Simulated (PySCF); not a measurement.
# C2BBr5: the cost of one run

Programs: PySCF 2.14.0, with density-fitted response routines of our own. Each step states its level of theory. These are calculated values for one molecule in the gas phase, unless marked as measured. Atoms count from 0, in the outputs and in this text.

### 1 The starting structure

8 atoms, charge 0, multiplicity 1; geometry from: GFN2-xTB.

Bonds of the start (Å): Br0–B1 1.87, B1–Br2 1.87, B1–C3 1.56, C3–Br4 1.92, C3–C5 1.35, C5–Br6 1.89, C5–Br7 1.88.

### 2 Relaxing the molecule at PBE0-D3(BJ)/def2-SVP

What the job is given:

```
{"job": {"xc": "PBE0", "basis": "def2-SVP", "d3": "d3bj", "grid": 1, "kind": "geom"}, "charge": 0, "multiplicity": 1}
Br     1.806660     1.874170     0.540340
B      1.333030     0.074890     0.318900
Br     2.685730    -1.216750     0.371710
C     -0.151470    -0.381930     0.171200
Br    -0.567250    -2.057980     1.018930
C     -1.171220     0.241850    -0.448580
Br    -0.972960     1.833490    -1.442610
Br    -2.933710    -0.422010    -0.489820
```

Q: Estimate the wall time of this first job on 8 threads of Intel Xeon 6975P-C (Granite Rapids), shared host.

About 3.5 min.
